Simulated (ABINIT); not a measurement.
Crystal: InPd.

```xyz
2
Lattice="3.2719 0.0000 0.0000 0.0000 3.2719 0.0000 0.0000 0.0000 3.2719" Properties=species:S:1:pos:R:3 pbc="T T T"
In    0.0000    0.0000    0.0000
Pd    1.6359    1.6359    1.6359
```

The cell comes from a database or a generator and needn't be the stable form of this composition.

| Item | Value |
| --- | --- |
| Program | ABINIT 10.8.3 (patched build) |
| Task | relaxation of cell and atoms |
| Functional | LDA |
| Potentials or basis | PseudoDojo NC SR LDA v0.4.1 standard |
| Cutoff | 1116 eV |
| k mesh | 6 × 6 × 6 |
| Occupations | fermi-dirac, width 0.05 eV |
| Spin | no spin polarisation |

At the start: pressure -6.9 GPa; volume 17.51 Å³/atom.

Problem. How do energy, volume and symmetry change on relaxing?

Solution. Over 5 steps the energy falls by 20.4 meV/atom and the volume is 16.62 Å³/atom (-5.1 %); space group Pm-3m (No. 221, to 0.05 Å).

The path:
```tsv
step	energy change (eV)	largest force (eV/Å)	pressure (GPa)	volume (Å³)
1	0.0000	0.0000	-6.92	35.03
2	-0.0260	0.0000	-4.35	34.29
3	-0.0406	0.0000	0.47	33.13
4	-0.0407	0.0000	-0.02	33.24
5	-0.0407	0.0000	0.00	33.24
```

Final structure:
```
In Pd
1.0
     3.21524    0.00000    0.00000
     0.00000    3.21524    0.00000
     0.00000    0.00000    3.21524
In Pd
1 1
Direct
  0.00000 0.00000 0.00000
  0.50000 0.50000 0.50000
```
